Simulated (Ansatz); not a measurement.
Below is the output of a Python script on Ansatz's Python interface that makes a single point in a Gaussian basis of BrFH4Si2, SMILES F[SiH]([SiH3])Br. Write a script that gives it. Level of theory: revpbe0, cc-pVDZ basis, multiplicity 1.

```yaml
atoms:
  - { symbol: F, position_ang: [-1.3150, 1.7717, 0.2706] }
  - { symbol: Si, position_ang: [-0.4316, 0.8398, -0.6103] }
  - { symbol: Si, position_ang: [0.4870, -0.7863, 0.7023] }
  - { symbol: Br, position_ang: [-1.5921, -0.0654, -2.2085] }
  - { symbol: H, position_ang: [0.6297, 1.6599, -1.2768] }
  - { symbol: H, position_ang: [1.3681, -0.1744, 1.7841] }
  - { symbol: H, position_ang: [1.4211, -1.6840, -0.0852] }
  - { symbol: H, position_ang: [-0.4749, -1.6184, 1.3679] }
```

```console
$ python brfh4si2.py
crystal:
  periodic: [false, false, false]
  atoms:
    - { symbol: F, position_ang: [-1.315, 1.7717, 0.2706] }
    - { symbol: Si, position_ang: [-0.4316, 0.8398, -0.6103] }
    - { symbol: Si, position_ang: [0.487, -0.7863, 0.7023] }
    - { symbol: Br, position_ang: [-1.5921, -0.0654, -2.2085] }
    - { symbol: H, position_ang: [0.6297, 1.6599, -1.2768] }
    - { symbol: H, position_ang: [1.3681, -0.1744, 1.7841] }
    - { symbol: H, position_ang: [1.4211, -1.684, -0.0852] }
    - { symbol: H, position_ang: [-0.4749, -1.6184, 1.3679] }
basis:
  gaussian:
    orbitals: cc-pVDZ
hamiltonian:
  xc: revpbe0
output:
  orbitals: {}

reference energy    -88576.077636 eV
total energy        -88576.077636 eV
occupied orbitals outside the frozen core (up, down): [38, 38]  frozen: 0  virtual: [59, 59]
HOMO -8.170 eV, LUMO -0.337 eV, gap 7.833 eV
```

The script that was run (others could print the same):

`brfh4si2.py`
```python
from pathlib import Path
import json

import ansatz


def main() -> None:
    mol = (
        ansatz.Crystal.molecule()
        .atom('F', (-1.315, 1.7717, 0.2706))
        .atom('Si', (-0.4316, 0.8398, -0.6103))
        .atom('Si', (0.487, -0.7863, 0.7023))
        .atom('Br', (-1.5921, -0.0654, -2.2085))
        .atom('H', (0.6297, 1.6599, -1.2768))
        .atom('H', (1.3681, -0.1744, 1.7841))
        .atom('H', (1.4211, -1.684, -0.0852))
        .atom('H', (-0.4749, -1.6184, 1.3679))
    )

    calc = (
        mol.calculation()
        .basis(gaussian='cc-pVDZ')
        .functional('revpbe0')
        .orbitals()
    )
    print(calc.to_yaml())
    result = calc.run(runs_dir='runs')
    rep = result.report

    print('reference energy %16.6f eV' % rep['reference_energy_ev'])
    print('total energy     %16.6f eV' % rep['free_energy_ev'])
    print('occupied orbitals outside the frozen core (up, down):', rep['n_occupied'], ' frozen:', rep['n_frozen'], ' virtual:', rep['n_virtual'])

    lines = Path(rep['orbitals_path']).read_text().splitlines()
    field_of = lambda key: [line.split('=')[1].strip() for line in lines if line.startswith(key)]
    orbitals = [(27.211386 * float(e), s, float(n)) for e, s, n in zip(field_of('Ene='), field_of('Spin='), field_of('Occup='))]
    homo = max(e for e, _, n in orbitals if n > 0.5)
    lumo = min(e for e, _, n in orbitals if n < 0.5)
    print(f'HOMO {homo:.3f} eV, LUMO {lumo:.3f} eV, gap {lumo - homo:.3f} eV')
    with open('brfh4si2.json', 'w') as handle:
        json.dump({k: rep[k] for k in ('free_energy_ev', 'reference_energy_ev', 'n_occupied', 'n_virtual')}, handle, indent=1)


if __name__ == '__main__':
    main()
```

Total energies depend on the basis set; only differences at equal settings carry meaning. The geometry is a force-field or estimated start, not a minimum of this method, and the basis set is short of its limit. Levels such as HOMO and LUMO are orbital energies: with these approximate functionals they aren't the ionisation energy and electron affinity, and their gap isn't the fundamental gap. It ran for 2.6 s on 1 thread of Intel(R) Xeon(R) 6975P-C (Granite Rapids) (shared host), peak memory 0.28 GiB.

(Lines on the test bed's own set-up are left out of the output.)
